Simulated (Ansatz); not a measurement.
# SVWN5/cc-pVDZ run of BSiN2H5 (SMILES N[SiH]1BN1)

Aim: the energy change on altering one bond length of BSiN2H5 at SVWN5/cc-pVDZ, from 2 runs. 

The results are computed with Ansatz 0.2.0.

61 further runs of the same task are left out: 61 set aside as unsound or not needed.

## (1) The system as given

The species is BSiN2H5 (9 atoms), meant as a singlet with charge 0. As SMILES, `N[SiH]1BN1`. The shape is that of a PBE0-D4/def2-TZVP optimisation. This is one conformer, not always the lowest.

Bond lengths: N1–Si2 1.702 Å, Si2–B3 1.914 Å, Si2–N4 1.755 Å, B3–N4 1.389 Å, N1–H5 1.006 Å, N1–H6 1.005 Å, Si2–H7 1.482 Å, B3–H8 1.190 Å, N4–H9 1.011 Å. Some angles: N1–Si2–B3 127.2°, N1–Si2–N4 121.8°, B3–Si2–N4 44.2°, Si2–B3–N4 61.8°, Si2–N4–B3 74.0°, N1–Si2–H7 105.5°, B3–Si2–H7 127.1°, N4–Si2–H7 113.4°, Si2–N1–H5 122.6°, Si2–N1–H6 123.2°.

## (2) The energy at SVWN5/cc-pVDZ

Input file in.yaml:

```yaml
crystal:
  periodic: [false, false, false]
  atoms:
    - {symbol: "N", position_ang: [-0.637800, 1.588100, 0.218200]}
    - {symbol: Si, position_ang: [0.258900, 0.175500, 0.530500]}
    - {symbol: B, position_ang: [-0.233900, -1.625800, 0.110200]}
    - {symbol: "N", position_ang: [0.650500, -0.971600, -0.738400]}
    - {symbol: H, position_ang: [-0.221300, 2.503300, 0.212900]}
    - {symbol: H, position_ang: [-1.561800, 1.577300, -0.177300]}
    - {symbol: H, position_ang: [1.441200, 0.620900, 1.305200]}
    - {symbol: H, position_ang: [-0.741300, -2.702400, 0.114400]}
    - {symbol: H, position_ang: [1.134000, -1.211600, -1.592900]}
basis:
  gaussian:
    orbitals: cc-pVDZ
hamiltonian:
  xc: {name: SVWN5}
output: {orbitals: {seedname: orbitals}}
accuracy: high
```

Run with:

```console
$ ansatz run in.yaml --threads 1 --pin off --max-ram 3480MiB --events-out events.jsonl --progress --plain --runs-dir runs
```

The log of the run:

```text
Warning: RAYON_NUM_THREADS=1 ignored (pool sized by the plan → 1); use --threads N
Functional definition: SVWN5
  name "SVWN5"
  exchange = slater_x
  correlation = vwn5_c
1994 factors; integrals over basis functions are off by at most 3.8e-9 eV
mean field evaluation 1: about -11537.2747 eV, gradient 8.3e1 eV
mean field evaluation 2: about -11493.6084 eV, gradient 1.5e2 eV
mean field evaluation 4: about -11550.9888 eV, gradient 1.7e1 eV
mean field evaluation 8: about -11551.6868 eV, gradient 4.0e-1 eV
mean field evaluation 16: about -11551.6849 eV, gradient 3.1e-5 eV
mean field -11551.68494565 eV, -424.5165917393 hartree, gradient 4.4e-8 eV, S^2 0.000000; 0 other end points of the search recorded, 0 dependent functions left out
reference -11551.68494896 eV, -424.5165918609 hartree; 19, 19 occupied and 66, 66 virtual orbitals, 1994 factors
Total energy: -11551.68494896 eV, -424.5165918609 hartree
```

Wall time 4.2 s (1 thread of Arm Neoverse V1, shared host); peak memory 0.21 GiB.

## (3) The distorted shape, same level

Input file run.yaml:

```yaml
crystal:
  periodic: [false, false, false]
  atoms:
    - {symbol: "N", position_ang: [-1.086148, 2.294396, 0.062051]}
    - {symbol: Si, position_ang: [0.258900, 0.175500, 0.530500]}
    - {symbol: B, position_ang: [-0.233900, -1.625800, 0.110200]}
    - {symbol: "N", position_ang: [0.650500, -0.971600, -0.738400]}
    - {symbol: H, position_ang: [-0.669648, 3.209596, 0.056751]}
    - {symbol: H, position_ang: [-2.010148, 2.283596, -0.333449]}
    - {symbol: H, position_ang: [1.441200, 0.620900, 1.305200]}
    - {symbol: H, position_ang: [-0.741300, -2.702400, 0.114400]}
    - {symbol: H, position_ang: [1.134000, -1.211600, -1.592900]}
basis:
  gaussian:
    orbitals: cc-pVDZ
total_charge: 0
hamiltonian:
  xc: {name: SVWN5}
accuracy: high
output:
  orbitals: {seedname: orbitals}
```

Run with:

```console
$ ansatz run run.yaml --threads 1 --pin off --max-ram 3480MiB --events-out events.jsonl --progress --plain --runs-dir runs
```

The log of the run:

```text
Warning: RAYON_NUM_THREADS=1 ignored (pool sized by the plan → 1); use --threads N
[... 4 set-up lines as earlier in the session ...]
1946 factors; integrals over basis functions are off by at most 3.7e-9 eV
mean field evaluation 1: about -11530.7787 eV, gradient 8.9e1 eV
mean field evaluation 2: about -11413.1096 eV, gradient 1.8e2 eV
mean field evaluation 4: about -11547.0112 eV, gradient 2.3e1 eV
mean field evaluation 8: about -11548.5170 eV, gradient 3.7e-1 eV
mean field evaluation 16: about -11548.5121 eV, gradient 1.4e-4 eV
mean field -11548.51206056 eV, -424.3999903629 hartree, gradient 5.0e-8 eV, S^2 0.000000; 1 other end points of the search recorded, 0 dependent functions left out
reference -11548.51206405 eV, -424.3999904912 hartree; 19, 19 occupied and 66, 66 virtual orbitals, 1946 factors
Total energy: -11548.51206405 eV, -424.3999904912 hartree
```

It took 4.2 s on 1 thread of Arm Neoverse V1, shared host; peak memory 0.2 GiB.

## (4) Outcome

At SVWN5/cc-pVDZ:

| quantity | value |
| --- | --- |
| first shape: total energy | -424.51659 Eh |
| first shape: HOMO energy | -5.26 eV |
| first shape: LUMO energy | -1.02 eV |
| first shape: HOMO–LUMO gap | 4.24 eV |
| distorted shape: total energy | -424.39999 Eh |
| distorted shape: HOMO energy | -3.81 eV |
| distorted shape: LUMO energy | -2.52 eV |
| distorted shape: HOMO–LUMO gap | 1.29 eV |
| energy change with the N1–Si2 bond stretched from 1.702 to 2.553 Å | 3.173 eV |

In words: With the N1–Si2 bond stretched from 1.702 to 2.553 Å the energy rises by 3.17 eV (306 kJ/mol). The first shape isn't relaxed at this level, so the change isn't measured from a minimum.
